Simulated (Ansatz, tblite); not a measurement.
# V(NH)F3 (F3HNV): one state, many levels

An exercise on one series of results from a longer session: the logs are not shown, and one member is left open.

Computed with Ansatz 0.2.0, Gaussian basis. Level: as each input shows.

Levels to be run: GFN1-xTB, GFN2-xTB, PBE-D4/def2-TZVP, r2SCAN-D4/def2-TZVP, ωB97M-V/def2-TZVP, CAM-B3LYP-D4/def2-TZVP, r2SCAN0-D4/def2-TZVP, BLYP-D4/def2-TZVP, LC-ωPBE/def2-TZVP, B2PLYP/def2-TZVP, revPBE-D4/def2-TZVP, PBE-D4/def2-SVP, PBE0-D4/def2-SVP, HF/STO-3G, HF/6-31G, B3LYP-D4/6-31G, PBE0-D4/def2-TZVPD, PBE-D4/def2-TZVPD, r2SCAN-D4/def2-TZVPD, CCSD(T)/def2-TZVPP, MP2/def2-TZVP, RPA/def2-TZVP.

## The relaxed structure

The singlet was relaxed beforehand with PBE-D4/def2-SVP.

6 atoms, charge 0, spin multiplicity 1.

Bond lengths: V1–N2 1.612 Å, V1–F4 1.728 Å, V1–F5 1.728 Å, V1–F6 1.728 Å, N2–H3 1.028 Å. Angles: N2–V1–F4 108.3°, N2–V1–F5 108.3°, N2–V1–F6 108.3°, F4–V1–F5 110.6°, F4–V1–F6 110.6°, F5–V1–F6 110.6°, V1–N2–H3 179.9°.

Formally the metal is d0. No spin-orbit coupling is included.

PBE0-D4/def2-TZVP was run before; its log isn't repeated, and its numbers join the tables.

Set-up of the first run:

Tight binding, by tblite at 300 K electronic temperature and without a spin-polarisation term:

```python
tblite.interface.Calculator('GFN1-xTB', numbers, positions, charge=0, uhf=0).singlepoint()
```

Tight binding, by tblite at 300 K electronic temperature and without a spin-polarisation term:

```python
tblite.interface.Calculator('GFN2-xTB', numbers, positions, charge=0, uhf=0).singlepoint()
```

start.molden holds the orbitals of an earlier run on this state, given as this run's starting guess.

in.yaml

```yaml
crystal:
  periodic: [false, false, false]
  atoms:
    - {symbol: V, position_ang: [-0.007765, -0.007081, -0.437399]}
    - {symbol: N, position_ang: [0.020411, 0.019456, 1.174464]}
    - {symbol: H, position_ang: [0.039014, 0.035665, 2.202196]}
    - {symbol: F, position_ang: [1.623030, -0.010426, -1.008501]}
    - {symbol: F, position_ang: [-0.842597, 1.401762, -0.988682]}
    - {symbol: F, position_ang: [-0.832093, -1.439366, -0.942088]}
basis:
  gaussian: {orbitals: def2-TZVP, initial_orbitals: start.molden}
hamiltonian: {xc: pbe, dispersion: d4}
scf: {omitted_lower_state_checks: [starts]}
output: {forces: true, orbitals: {seedname: orbitals}}
```

Launch:

```bash
$ ansatz run in.yaml --threads 4 --pin off --events-out ev --progress --plain --max-ram 3916MiB
```

Among the steps run: PBE-D4/def2-TZVP; r2SCAN-D4/def2-TZVP; ωB97M-V/def2-TZVP; CAM-B3LYP-D4/def2-TZVP; r2SCAN0-D4/def2-TZVP; BLYP-D4/def2-TZVP; LC-ωPBE/def2-TZVP; B2PLYP/def2-TZVP; revPBE-D4/def2-TZVP; PBE-D4/def2-SVP; PBE0-D4/def2-SVP; HF/STO-3G; HF/6-31G; B3LYP-D4/6-31G; PBE0-D4/def2-TZVPD; PBE-D4/def2-TZVPD; r2SCAN-D4/def2-TZVPD; CCSD(T)/def2-TZVPP; MP2/def2-TZVP; RPA/def2-TZVP.

One table of the session follows, with a row left open; its other results are not shown here.

It belongs to the step «Binding energy». 

```
                 level  binding an atom (eV)
             HF/STO-3G                 2.791
              HF/6-31G                     ?
          HF/def2-TZVP                 1.770
         HF/def2-TZVPP                 1.800
        B3LYP-D4/6-31G                 4.031
      PBE0-D4/def2-SVP                 4.072
  r2SCAN0-D4/def2-TZVP                 3.840
CAM-B3LYP-D4/def2-TZVP                 4.086
     ωB97M-V/def2-TZVP                 4.001
         MP2/def2-TZVP                 4.510
       CCSD/def2-TZVPP                 3.696
    CCSD(T)/def2-TZVPP                 4.019
```

**Question.** Estimate the row for HF/6-31G.

**Answer.** binding an atom (eV): 1.463. In the column «binding an atom (eV)» it is the lowest.

Caveats from the session: Free atoms were run apart at each level; binding is atoms less cluster, divided by the number of atoms, without zero-point or spin-orbit terms.
